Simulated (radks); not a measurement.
# Sc inside a hard spherical wall

One table from this session's results is given with a row withheld; the runs are named, their logs left out.

Method: scalar-relativistic Kohn-Sham, LDA (Slater exchange, Perdew-Wang correlation), spin-polarised, spherical densities, finite nucleus; open shells are filled with parallel spins first. Code: radks (a radial shooting solver on a logarithmic mesh, Libxc functionals) version 1.

### The atom as given

```
element            : scandium (Z = 21)
charge             : 0
electrons          : 21
configuration      : [Ar] 3d1 4s2
nuclear rms radius : 3.5459 fm
```

The outer shells:

Sc
```
[Ar] core
3d [↑ ][  ][  ][  ][  ]
4s [↑↓]
```

The first run:

The run's settings:

```text
Z 21
configuration [Ar] 3d1 4s2 4p0 5s0 4d0
relativity scalar-relativistic
functional lda,pw
spin polarised
nucleus finite rms 3.5459 fm
c 137.035999084
```

Steps of the session up to this table: The free atom; Wall at 12 bohr; Wall at 10 bohr; Wall at 7 bohr; Wall at 5 bohr; Wall at 3.5 bohr; Wall at 3 bohr; Wall at 2.5 bohr; Wall at 2 bohr; Wall at 1.5 bohr.

One of the session's tables, all rows but one given; the rest of the session is left out.

| R (bohr) | E − E(free) (eV) | ε(3d) (eV) | ε(4p, empty) (eV) | ε(5s, empty) (eV) | ε(4d, empty) (eV) |
| --- | --- | --- | --- | --- | --- |
| free | 0.000 | -3.693 | -1.580 | -0.079 | - |
| 12 | 0.004 | -3.677 | -1.536 | 0.919 | 1.457 |
| 10 | 0.035 | -3.601 | -1.394 | 2.050 | 2.207 |
| 7 | ? | ? | ? | ? | ? |
| 5 | 5.756 | -0.015 | 5.171 | 25.852 | 14.942 |
| 3.5 | 31.151 | 7.129 | 23.096 | 76.289 | 38.590 |
| 3 | 60.769 | 13.124 | 39.929 | 118.83 | 57.421 |
| 2.5 | 131.26 | 24.734 | 73.537 | 198.15 | 91.600 |
| 2 | 326.23 | 49.887 | 148.45 | 364.17 | 161.20 |
| 1.5 | 978.53 | 112.36 | 343.37 | 774.79 | 326.94 |

**Question.** Estimate the row for R (bohr) = 7.

Worked estimate for «E − E(free) (eV)». A straight line through the neighbours (10, 0.035) and (5, 5.756) gives 0.035 + (5.756 − 0.035) × (7 − 10) / (5 − 10) = 3.468; a parabola fitted to 4 rows on both sides gives -1.039, of a sign that no row has.

The run gave: E − E(free) (eV): 0.759; ε(3d) (eV): -2.752; ε(4p, empty) (eV): -0.021; ε(5s, empty) (eV): 8.271; ε(4d, empty) (eV): 5.791. In «E − E(free) (eV)» the line misses by +2.709 and the parabola by -1.798. Between these rows the values bend or scatter more than so simple an estimate can follow.

From R = 5 bohr inwards the highest occupied level lies above zero, pushed up by confinement. Shells are not refilled when levels cross, and a hard wall is a model, not a crystal.
